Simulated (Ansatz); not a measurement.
**FH₆O₂ScSi₂: how energies converge with the basis set**

The task here is to estimate one member of a computed series from the others.

The runs use Ansatz 0.2.0, Gaussian basis; one geometry, several basis sets.

The runs, in order: PBE0-D4/def2-SVP; ωB97M-V/def2-SVP; PBE0-D4/def2-QZVPP; ωB97M-V/def2-QZVPP; the functionals' def2-TZVPP values are taken from earlier runs.

## Structure used throughout

The geometry comes from an earlier relaxation with PBE0-D4 in a triple-zeta def2 set; it is a stationary point, not always the lowest conformer.

12 atoms, charge 0, spin multiplicity 1.

Atoms are counted from 1 here; the program's logs count them from 0.

Bond lengths: F1–Sc2 1.847 Å, Sc2–O3 1.884 Å, Sc2–O5 1.884 Å, O3–Si4 1.632 Å, Si4–H7 1.488 Å, Si4–H8 1.488 Å, Si4–H9 1.488 Å, O5–Si6 1.632 Å, Si6–H10 1.488 Å, Si6–H11 1.488 Å, Si6–H12 1.488 Å. Angles: F1–Sc2–O3 120.0°, F1–Sc2–O5 120.0°, O3–Sc2–O5 120.0°, Sc2–O3–Si4 178.1°, O3–Si4–H7 110.1°, O3–Si4–H8 110.6°, O3–Si4–H9 110.2°, H7–Si4–H8 108.7°, H7–Si4–H9 108.7°, H8–Si4–H9 108.6°, Sc2–O5–Si6 177.7°, O5–Si6–H10 110.2°, O5–Si6–H11 110.6°, O5–Si6–H12 110.1°, H10–Si6–H11 108.6°, H10–Si6–H12 108.7°, H11–Si6–H12 108.7°.

As a file:

```
F    -3.03373    0.50480   -0.86293
Sc   -1.27934    0.21716   -0.36305
O    -0.89305   -0.79910    1.17588
Si   -0.50562   -1.67481    2.49766
O     0.12416    0.93613   -1.39452
Si    1.38310    1.52818   -2.24795
H     0.17605   -2.93499    2.09444
H    -1.72816   -2.02147    3.27145
H     0.40929   -0.89847    3.37830
H     2.31319    2.26398   -1.34857
H     0.90585    2.46276   -3.30255
H     2.12829    0.41584   -2.89815
```

The first run:

Contents of in.yaml:

```yaml
crystal:
  periodic: [false, false, false]
  atoms:
    - {symbol: F, position_ang: [-3.033726, 0.504801, -0.862930]}
    - {symbol: Sc, position_ang: [-1.279339, 0.217163, -0.363046]}
    - {symbol: O, position_ang: [-0.893054, -0.799104, 1.175876]}
    - {symbol: Si, position_ang: [-0.505624, -1.674814, 2.497659]}
    - {symbol: O, position_ang: [0.124155, 0.936126, -1.394524]}
    - {symbol: Si, position_ang: [1.383097, 1.528185, -2.247950]}
    - {symbol: H, position_ang: [0.176045, -2.934986, 2.094445]}
    - {symbol: H, position_ang: [-1.728162, -2.021474, 3.271451]}
    - {symbol: H, position_ang: [0.409289, -0.898472, 3.378299]}
    - {symbol: H, position_ang: [2.313192, 2.263983, -1.348565]}
    - {symbol: H, position_ang: [0.905848, 2.462761, -3.302550]}
    - {symbol: H, position_ang: [2.128290, 0.415842, -2.898154]}
basis:
  gaussian: {orbitals: def2-SVP}
hamiltonian: {xc: pbe0, dispersion: d4}
output: {orbitals: {seedname: orbitals}}
```

Run with:

```sh
$ ansatz run in.yaml --threads 2 --pin off --events-out ev --progress --plain --max-ram 20480MiB --backend cpu
```

Steps of the session up to this table: PBE0-D4 in def2-SVP; ωB97M-V in def2-SVP; PBE0-D4 in def2-QZVPP; ωB97M-V in def2-QZVPP.

One table of the session follows, with a row left open; its other results are not shown here.

It belongs to the step «Functionals by basis». 

| functional | basis | HOMO (eV) | LUMO (eV) |
| --- | --- | --- | --- |
| PBE0-D4 | def2-SVP | -8.51 | -2.14 |
| PBE0-D4 | def2-TZVPP | ? | ? |
| PBE0-D4 | def2-QZVPP | -8.65 | -2.26 |
| ωB97M-V | def2-SVP | -10.76 | -0.54 |
| ωB97M-V | def2-TZVPP | -10.94 | -0.77 |
| ωB97M-V | def2-QZVPP | -10.95 | -0.77 |

Estimate the missing values for PBE0-D4, def2-TZVPP.

As computed: HOMO (eV): -8.64; LUMO (eV): -2.28. In the column «HOMO (eV)» it lies between PBE0-D4, def2-QZVPP (-8.65) and PBE0-D4, def2-SVP (-8.51).
